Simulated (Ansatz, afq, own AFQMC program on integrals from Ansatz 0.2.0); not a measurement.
# H₂Br (doublet): quantum Monte Carlo beside coupled cluster at distance Br1–H2 along a hydrogen transfer = 1.695 Å, cc-pVTZ

How near does AFQMC come to the top of the ladder for H₂Br (doublet)?

Method: cc-pVTZ, frozen cores; program: Ansatz 0.2.0, Gaussian basis, and an in-house AFQMC program (afq) on its integrals; all values are calculated.

The runs, in order: PBE (unrestricted); CCSD(T) on UHF; r2SCAN (unrestricted); PBE0 (unrestricted); B3LYP (unrestricted); CCSDT(Q) on UHF; wB97M-V (unrestricted); B2PLYP (unrestricted); Phaseless AFQMC, CISD trial on UHF.

## (1) What is computed

The geometry derives from fragments relaxed apart (PBE0/def2-TZVP) and kept rigid, so it is no stationary point. A hydrogen atom is moved between rigid fragments. No spin-orbit coupling is included. The filled d shell of Br may be among the frozen orbitals whatever the setting's name suggests; the logs give the count.

3 atoms, charge 0, spin multiplicity 2.

Atoms are counted from 1 here; the program's logs count them from 0.

Bond lengths: Br1–H2 1.695 Å, H2–H3 0.745 Å. Angles: Br1–H2–H3 180.0°.

## (2) PBE (unrestricted)

in.yaml

```yaml
crystal:
  periodic: [false, false, false]
  atoms:
    - {symbol: Br, position_ang: [0.000000, 0.000000, -1.378333]}
    - {symbol: H, position_ang: [0.000000, 0.000000, 0.316667]}
    - {symbol: H, position_ang: [0.000000, 0.000000, 1.061667]}
basis:
  gaussian: {orbitals: cc-pVTZ}
magnetization: {spin_polarized: true, initial_magnetization: 1}
hamiltonian: {xc: {name: PBE}}
output: {orbitals: {seedname: orbitals}}
```

Command:

```
$ ansatz run in.yaml --threads 1 --pin off --events-out ev --progress --plain --max-ram 8192MiB --backend cpu
```

The log of the run:

```text
Functional definition: PBE
  name "PBE"
  cite "Perdew, Burke & Ernzerhof, Phys. Rev. Lett. 77, 3865 (1996) doi:10.1103/PhysRevLett.77.3865"
  parent pbe
  parameter kappa = 0.804
  parameter beta = 0.06672455060314922
  exchange = pbe_x(kappa = kappa, mu = beta*pi^2/3)
  correlation = pbe_c(beta = beta)
494 factors; their error is unknown
mean field evaluation 1: about -70066.7671 eV, gradient 9.5e0 eV
mean field evaluation 2: about -70066.6994 eV, gradient 9.6e0 eV
mean field evaluation 4: about -70067.3270 eV, gradient 4.0e-1 eV
mean field evaluation 8: about -70067.3233 eV, gradient 1.3e-2 eV
mean field evaluation 16: about -70065.5142 eV, gradient 8.0e0 eV
mean field -70067.32332998 eV, -2574.9266390394 hartree, gradient 1.6e-5 eV, S^2 0.753211; 4 other end points of the search recorded, 0 dependent functions left out
reference -70067.32335815 eV, -2574.9266400743 hartree; 19, 18 occupied and 52, 53 virtual orbitals, 494 factors
Total energy: -70067.32335815 eV, -2574.9266400743 hartree
```

Wall time 1.9 s (1 thread of AMD EPYC 7R13 (Zen 3), shared host); peak memory 1.6 GiB.

From the report: ⟨S²⟩ of the determinant 0.753 (pure doublet: 0.75).

## (3) CCSD(T) on UHF

Changes to in.yaml since step 2:

```diff
@@ -9,3 +9,2 @@
 magnetization: {spin_polarized: true, initial_magnetization: 1}
-hamiltonian: {xc: {name: PBE}}
-output: {orbitals: {seedname: orbitals}}
+correlation: {method: ccsd_t, electrons: outside_noble_gas, hamiltonian_folder: ham}
```

Command:

```
$ ansatz run in.yaml --threads 1 --pin off --events-out ev --progress --plain --max-ram 24576MiB --backend cuda --devices 0, --max-vram 18GiB
```

The log of the run, shortened:

```text
Functional definition: HF
  name "HF"
  cite "Fock, Z. Phys. 61, 126 (1930) doi:10.1007/BF01340294"
  parent pbe
[...]
423 factors; integrals over basis functions are off by at most 1.2e-3 eV
[...]
mean field -70029.70684613 eV, -2573.5442587552 hartree, gradient 4.8e-6 eV, S^2 0.773154; 5 other end points of the search recorded, 0 dependent functions left out
determinant -70029.70684613 eV, -2573.5442587552 hartree, with singles and doubles -70035.30883237 eV, -2573.7501279522 hartree
determinant -70028.62022203 eV, -2573.5043260561 hartree, with singles and doubles -70034.17037032 eV, -2573.7082902436 hartree
14 core orbitals not correlated: weight in the atoms' cores, before any rotation towards them, 1.000 or more for the frozen orbitals, at most 0.000 for the correlated occupied ones
reference -70029.70684613 eV, -2573.5442587552 hartree; 5, 4 occupied and 52, 53 virtual orbitals, 423 factors
second order -4.85861113 eV of doubles, -0.00000000 eV of singles
cycle   1  -5.54606347 eV  change   -2.8e-1 eV  update   1.4e-2
[...]
cycle   8  -5.55526114 eV  change    4.2e-6 eV  update   5.7e-6
perturbative correction -0.16628285 eV, -0.0061107819 hartree
Total energy: -70035.42839012 eV, -2573.7545216184 hartree
```

Run time: 3.8 s. Hardware: 1 × NVIDIA H100 80GB HBM3 with 1 thread of AMD EPYC 7R13 (Zen 3), shared host; peak host memory 1.6 GiB.

From the report: ⟨S²⟩ of the determinant 0.773 (pure doublet: 0.75); correlation -5.7215 eV; T1 0.011; largest double amplitude 0.05.

This run also writes the integrals to the folder ham.

## (4) r2SCAN (unrestricted)

Changes to in.yaml since step 3:

```diff
@@ -9,2 +9,2 @@
 magnetization: {spin_polarized: true, initial_magnetization: 1}
-correlation: {method: ccsd_t, electrons: outside_noble_gas, hamiltonian_folder: ham}
+hamiltonian: {xc: {name: r2SCAN}}
```

Command:

```
$ ansatz run in.yaml --threads 1 --pin off --events-out ev --progress --plain --max-ram 8192MiB --backend cpu
```

The log of the run:

```text
Functional definition: r2SCAN
  name "r2SCAN"
  cite "Furness, Kaplan, Ning, Perdew & Sun, J. Phys. Chem. Lett. 11, 8208 (2020) doi:10.1021/acs.jpclett.0c02405"
  cite "Furness, Kaplan, Ning, Perdew & Sun, J. Phys. Chem. Lett. 11, 9248 (2020) doi:10.1021/acs.jpclett.0c03077"
  parent r2scan
  parameter k0 = 0.174
  parameter k1 = 0.065
  parameter a1 = 4.9479
  exchange = r2scan_x(k0 = k0, k1 = k1, a1 = a1)
  correlation = r2scan_c
494 factors; their error is unknown
mean field evaluation 1: about -70077.1376 eV, gradient 7.6e0 eV
mean field evaluation 2: about -70077.2430 eV, gradient 6.5e0 eV
mean field evaluation 4: about -70077.5242 eV, gradient 3.5e-1 eV
mean field evaluation 8: about -70077.5180 eV, gradient 1.5e-2 eV
mean field evaluation 16: about -70075.6420 eV, gradient 8.3e0 eV
mean field -70077.51797097 eV, -2575.3012851855 hartree, gradient 1.8e-5 eV, S^2 0.756822; 4 other end points of the search recorded, 0 dependent functions left out
reference -70077.51797972 eV, -2575.3012855069 hartree; 19, 18 occupied and 52, 53 virtual orbitals, 494 factors
Total energy: -70077.51797972 eV, -2575.3012855069 hartree
```

It took 4.2 s on 1 thread of AMD EPYC 7R13 (Zen 3), shared host; peak memory 1.6 GiB.

From the report: ⟨S²⟩ of the determinant 0.757 (pure doublet: 0.75).

## (5) PBE0 (unrestricted)

Changes to in.yaml since step 4:

```diff
@@ -9,2 +9,3 @@
 magnetization: {spin_polarized: true, initial_magnetization: 1}
-hamiltonian: {xc: {name: r2SCAN}}
+hamiltonian: {xc: {name: PBE0}}
+output: {orbitals: {seedname: orbitals}}
```

The command is unchanged.

The log of the run:

```text
Functional definition: PBE0
  name "PBE0"
  cite "Adamo & Barone, J. Chem. Phys. 110, 6158 (1999) doi:10.1063/1.478522"
  cite "Perdew, Burke & Ernzerhof, Phys. Rev. Lett. 77, 3865 (1996) doi:10.1103/PhysRevLett.77.3865"
  parent pbe
  parameter a = 0.25
  parameter kappa = 0.804
  parameter beta = 0.06672455060314922
  exchange = (1 - a)*pbe_x(kappa = kappa, mu = beta*pi^2/3) + a*exact_x
  correlation = pbe_c(beta = beta)
533 factors; their error is unknown
mean field evaluation 1: about -70069.3606 eV, gradient 5.5e0 eV
mean field evaluation 2: about -70069.4888 eV, gradient 2.9e0 eV
mean field evaluation 4: about -70069.5376 eV, gradient 1.9e-1 eV
mean field evaluation 8: about -70069.7623 eV, gradient 8.9e-3 eV
mean field evaluation 16: about -70069.7623 eV, gradient 3.3e-5 eV
mean field -70069.76233746 eV, -2575.0162709108 hartree, gradient 3.3e-5 eV, S^2 0.756403; 1 other end points of the search recorded, 0 dependent functions left out
reference -70069.76235831 eV, -2575.0162716770 hartree; 19, 18 occupied and 52, 53 virtual orbitals, 533 factors
Total energy: -70069.76235831 eV, -2575.0162716770 hartree
```

It took 1.3 s on 1 thread of AMD EPYC 7R13 (Zen 3), shared host; peak memory 1.6 GiB.

From the report: ⟨S²⟩ of the determinant 0.756 (pure doublet: 0.75).

## (6) B3LYP (unrestricted)

Changes to in.yaml since step 5:

```diff
@@ -9,3 +9,2 @@
 magnetization: {spin_polarized: true, initial_magnetization: 1}
-hamiltonian: {xc: {name: PBE0}}
-output: {orbitals: {seedname: orbitals}}
+hamiltonian: {xc: {name: B3LYP}}
```

The command is unchanged.

The log of the run, shortened:

```text
Functional definition: B3LYP
  name "B3LYP"
  cite "Stephens, Devlin, Chabalowski & Frisch, J. Phys. Chem. 98, 11623 (1994) doi:10.1021/j100096a001"
  cite "Becke, Phys. Rev. A 38, 3098 (1988) doi:10.1103/PhysRevA.38.3098"
  cite "Lee, Yang & Parr, Phys. Rev. B 37, 785 (1988) doi:10.1103/PhysRevB.37.785"
  cite "Vosko, Wilk & Nusair, Can. J. Phys. 58, 1200 (1980) doi:10.1139/p80-159"
[...]
524 factors; their error is unknown
[...]
mean field -70078.95915564 eV, -2575.3542477453 hartree, gradient 5.4e-5 eV, S^2 0.754901; 1 other end points of the search recorded, 0 dependent functions left out
reference -70078.95934008 eV, -2575.3542545231 hartree; 19, 18 occupied and 52, 53 virtual orbitals, 524 factors
Total energy: -70078.95934008 eV, -2575.3542545231 hartree
```

It took 1.4 s on 1 thread of AMD EPYC 7R13 (Zen 3), shared host; peak memory 1.6 GiB.

From the report: ⟨S²⟩ of the determinant 0.755 (pure doublet: 0.75).

## (7) CCSDT(Q) on UHF

Changes to in.yaml since step 6:

```diff
@@ -9,2 +9,2 @@
 magnetization: {spin_polarized: true, initial_magnetization: 1}
-hamiltonian: {xc: {name: B3LYP}}
+correlation: {method: ccsdt_q, electrons: outside_noble_gas}
```

Command:

```
$ ansatz run in.yaml --threads 1 --pin off --events-out ev --progress --plain --max-ram 24576MiB --backend cuda --devices 0, --max-vram 18GiB
```

The log of the run, shortened:

```text
Functional definition: HF
  name "HF"
  cite "Fock, Z. Phys. 61, 126 (1930) doi:10.1007/BF01340294"
  parent pbe
[...]
743 factors; integrals over basis functions are off by at most 2.7e-7 eV
[...]
mean field -70029.70686239 eV, -2573.5442593527 hartree, gradient 5.0e-6 eV, S^2 0.773154; 5 other end points of the search recorded, 0 dependent functions left out
determinant -70029.70686239 eV, -2573.5442593527 hartree, with singles and doubles -70035.30887075 eV, -2573.7501293629 hartree
determinant -70028.62024211 eV, -2573.5043267940 hartree, with singles and doubles -70034.17041620 eV, -2573.7082919298 hartree
14 core orbitals not correlated: weight in the atoms' cores, before any rotation towards them, 1.000 or more for the frozen orbitals, at most 0.000 for the correlated occupied ones
reference -70029.70686239 eV, -2573.5442593527 hartree; 5, 4 occupied and 52, 53 virtual orbitals, 743 factors
second order -4.85863604 eV of doubles, -0.00000000 eV of singles
cycle   1  -5.37134136 eV  change   -5.1e-1 eV  update   5.8e-2
[...]
cycle  14  -5.73933824 eV  change    6.0e-7 eV  update   2.1e-7
perturbative correction -0.00507545 eV, -0.0001865194 hartree
Total energy: -70035.45127608 eV, -2573.7553626619 hartree
```

Run time: 8.5 s. Hardware: 1 × NVIDIA H100 80GB HBM3 with 1 thread of AMD EPYC 7R13 (Zen 3), shared host; peak host memory 1.6 GiB.

From the report: ⟨S²⟩ of the determinant 0.773 (pure doublet: 0.75); correlation -5.7444 eV; T1 0.011; largest double amplitude 0.06.

## (8) wB97M-V (unrestricted)

Changes to in.yaml since step 7:

```diff
@@ -9,2 +9,3 @@
 magnetization: {spin_polarized: true, initial_magnetization: 1}
-correlation: {method: ccsdt_q, electrons: outside_noble_gas}
+hamiltonian: {xc: {name: wB97M-V}}
+output: {orbitals: {seedname: orbitals}}
```

Command:

```
$ ansatz run in.yaml --threads 1 --pin off --events-out ev --progress --plain --max-ram 8192MiB --backend cpu
```

The log of the run, shortened:

```text
Functional definition: wB97M-V
  name "wB97M-V"
  cite "Mardirossian & Head-Gordon, J. Chem. Phys. 144, 214110 (2016) doi:10.1063/1.4952647"
  cite "Becke, J. Chem. Phys. 107, 8554 (1997) doi:10.1063/1.475007"
  cite "Vydrov & Van Voorhis, J. Chem. Phys. 133, 244103 (2010) doi:10.1063/1.3521275"
  # Of w^i u^j: cxij and so on, Table III.
[...]
  gx(w, u) = 1 - cx + cx01*u + cx10*w
  gss(w, u) = css00 + css04*u^4 + css10*w + css20*w^2 + css43*w^4*u^3
  gos(w, u) = cos00 + cos10*w + (cos20 + cos21*u)*w^2 + (cos60 + cos61*u)*w^6
[...]
      + integral(e_c_pw_mod_opposite_spin*gos(b97_w_opposite, b97_u_opposite)) + vv10(b, c)
516 factors; their error is unknown
94 factors; integrals over basis functions are off by at most 4.5e-5 eV
[...]
mean field -70073.65377745 eV, -2575.1592786928 hartree, gradient 1.3e-5 eV, S^2 0.754863; 1 other end points of the search recorded, 0 dependent functions left out
reference -70073.65380617 eV, -2575.1592797484 hartree; 19, 18 occupied and 52, 53 virtual orbitals, 516 factors
Total energy: -70073.65380617 eV, -2575.1592797484 hartree
```

It took 6 s on 1 thread of AMD EPYC 7R13 (Zen 3), shared host; peak memory 1.6 GiB.

From the report: ⟨S²⟩ of the determinant 0.755 (pure doublet: 0.75).

## (9) B2PLYP (unrestricted)

Changes to in.yaml since step 8:

```diff
@@ -9,3 +9,3 @@
 magnetization: {spin_polarized: true, initial_magnetization: 1}
-hamiltonian: {xc: {name: wB97M-V}}
-output: {orbitals: {seedname: orbitals}}
+hamiltonian: {xc: {name: B2PLYP}}
+correlation: {electrons: outside_noble_gas}
```

Same command.

The log of the run, shortened:

```text
Functional definition: B2PLYP
  name "B2PLYP"
  cite "Grimme, J. Chem. Phys. 124, 034108 (2006) doi:10.1063/1.2148954"
  cite "Becke, Phys. Rev. A 38, 3098 (1988) doi:10.1103/PhysRevA.38.3098"
  cite "Lee, Yang & Parr, Phys. Rev. B 37, 785 (1988) doi:10.1103/PhysRevB.37.785"
[...]
423 factors; integrals over basis functions are off by at most 1.2e-3 eV
[...]
mean field -70064.86507350 eV, -2574.8362997799 hartree, gradient 2.9e-6 eV, S^2 0.760983; 2 other end points of the search recorded, 0 dependent functions left out
14 core orbitals not correlated: weight in the atoms' cores, before any rotation towards them, 1.000 or more for the frozen orbitals, at most 0.000 for the correlated occupied ones
reference -70064.86519011 eV, -2574.8363040652 hartree; 5, 4 occupied and 52, 53 virtual orbitals, 423 factors
second order -5.91068924 eV of doubles, -0.00000000 eV of singles
Total energy: -70066.46107621 eV, -2574.8949517975 hartree
```

It took 2.1 s on 1 thread of AMD EPYC 7R13 (Zen 3), shared host; peak memory 1.6 GiB.

From the report: ⟨S²⟩ of the determinant 0.761 (pure doublet: 0.75).

## (10) Phaseless AFQMC, CISD trial on UHF

It reads the integrals that the CCSD(T) run on this determinant wrote.

Command:

```
$ afq ham --method phaseless --trial cisd --walkers 4000 --populations 20 --least-time 60 --time-step 0.005 --steps-per-block 50 --equilibration-blocks 28 --max-blocks 4000 --target-error 0.00018 --factor-cut 1e-05 --start spin_pure --seed 9894 --release-times 0.24,0.51,0.99,1.62,2.4 --release-step 0.03 --release-every 3 --taylor-order 6
```

The log of the run:

```text
orbitals 57  electrons 5 4  factors 362 of 423
reference energy -2573.54425876 Eh
CCSD correlation -0.20415207 Eh in 10 cycles, weight of the determinant in the CISD state 0.9138
energy of the start -2573.747790 Eh
 block  time / (1/Eh)  mean weight  energy / Eh
     1     0.250  0.9999  -2573.746842
     2     0.500  1.0001  -2573.748938
     3     0.750  1.0001  -2573.750758
     4     1.000  0.9998  -2573.752000
     5     1.250  1.0001  -2573.753078
     6     1.500  0.9997  -2573.753652
     7     1.750  0.9998  -2573.753943
     8     2.000  1.0001  -2573.754041
     9     2.250  1.0002  -2573.754504
    10     2.500  1.0001  -2573.754716
    11     2.750  0.9999  -2573.755083
    12     3.000  1.0002  -2573.754724
    13     3.250  1.0002  -2573.754860
    14     3.500  1.0002  -2573.754910
    15     3.750  1.0000  -2573.755033
    16     4.000  1.0000  -2573.755233
    17     4.250  1.0001  -2573.755374
    18     4.500  1.0000  -2573.755597
    19     4.750  1.0002  -2573.755451
    20     5.000  1.0000  -2573.755443
    21     5.250  1.0001  -2573.755111
    22     5.500  1.0000  -2573.754891
    23     5.750  0.9999  -2573.755109
    24     6.000  1.0001  -2573.755293
    25     6.250  0.9998  -2573.755637
    26     6.500  1.0002  -2573.755423
    27     6.750  1.0002  -2573.755574
    28     7.000  0.9995  -2573.755769
    29     7.250  1.0001  -2573.755091
    30     7.500  1.0001  -2573.755712
    31     7.750  1.0000  -2573.755636
    32     8.000  0.9996  -2573.755172
    33     8.250  0.9999  -2573.754991
    34     8.500  0.9999  -2573.755030
    35     8.750  1.0001  -2573.754967
    36     9.000  1.0001  -2573.755464
    37     9.250  1.0001  -2573.755196
    38     9.500  1.0000  -2573.755475
    39     9.750  1.0001  -2573.755395
    40    10.000  1.0004  -2573.755091
    41    10.250  1.0000  -2573.755503
    42    10.500  1.0002  -2573.755611
    43    10.750  1.0004  -2573.755334
    44    11.000  0.9999  -2573.755192
    45    11.250  1.0002  -2573.755048
    46    11.500  1.0001  -2573.754935
    47    11.750  1.0000  -2573.754846
    48    12.000  1.0000  -2573.755099
    49    12.250  1.0001  -2573.754977
    50    12.500  1.0000  -2573.754834
    51    12.750  1.0000  -2573.755143
    52    13.000  0.9998  -2573.755095
    53    13.250  0.9998  -2573.755005
    54    13.500  1.0000  -2573.755253
    55    13.750  1.0001  -2573.755180
    56    14.000  1.0000  -2573.755086
    57    14.250  0.9999  -2573.754896
    58    14.500  0.9999  -2573.754858
    59    14.750  1.0001  -2573.754634
    60    15.000  0.9999  -2573.754397
    61    15.250  0.9998  -2573.755115
    62    15.500  1.0003  -2573.755443
    63    15.750  1.0003  -2573.755250
    64    16.000  1.0001  -2573.755274
    65    16.250  0.9999  -2573.754808
    66    16.500  1.0001  -2573.754855
    67    16.750  0.9999  -2573.754965
    68    17.000  0.9998  -2573.754914
    69    17.250  1.0000  -2573.754395
    70    17.500  1.0000  -2573.754792
    71    17.750  1.0003  -2573.754488
    72    18.000  1.0001  -2573.754955
    73    18.250  1.0001  -2573.755000
    74    18.500  1.0001  -2573.754585
    75    18.750  1.0002  -2573.755124
    76    19.000  0.9996  -2573.754698
    77    19.250  1.0001  -2573.755097
    78    19.500  0.9994  -2573.755231
error from the spread of 20 populations
released: time / (1/Eh)  energy / Eh  error  mean overlap
  0.24  -2573.755254  0.000068  0.9961
  0.51  -2573.755314  0.000066  0.9942
  0.99  -2573.755396  0.000055  0.9915
  1.62  -2573.755313  0.000073  0.9899
  2.40  -2573.755354  0.000078  0.9864
energy -2573.755063 +/- 0.000070 Eh
```

It took 80 s on 1 × NVIDIA H100 80GB HBM3 with 2 threads of AMD EPYC 7R13 (Zen 3), shared host; peak host memory 1.6 GiB.

Energy -70035.4431 ± 0.0019 eV. Caveats: constraint bias not in the error.

## (11) AFQMC on the ladder

On the UHF determinant, counted from CCSDT(Q) (a yardstick, not exact):

| level | energy (eV) | from CCSDT(Q) (kcal/mol) | statistical error (kcal/mol) | time |
| --- | --- | --- | --- | --- |
| HF | -70029.7068 | +132.47 |  |  |
| MP2 | -70034.5655 | +20.43 |  |  |
| CCSD | -70035.2621 | +4.36 |  |  |
| CCSD(T) | -70035.4284 | +0.53 |  |  |
| CCSDT(Q) | -70035.4513 | 0.00 |  |  |
| Phaseless AFQMC, CISD trial, step 0.005, 4000 walkers | -70035.4431 | +0.19 | 0.04 | 80 s |

The functionals' totals stand on their own zeros and serve differences with other points: PBE -70067.323 eV; r2SCAN -70077.518 eV; PBE0 -70069.762 eV; B3LYP -70078.959 eV; wB97M-V -70073.654 eV; B2PLYP -70066.461 eV.

## (12) Results

| quantity | value |
| --- | --- |
| CCSD(T) on UHF from CCSDT(Q) | +0.53 kcal/mol |
| Phaseless AFQMC, CISD trial on UHF from CCSDT(Q) | +0.19 ± 0.04 kcal/mol |

On UHF the phaseless walk with the CISD trial lies +0.19 kcal/mol from CCSDT(Q), 4 times its error bar. Error bars are statistical and leave out the constraint, the time step and what remains of the start.
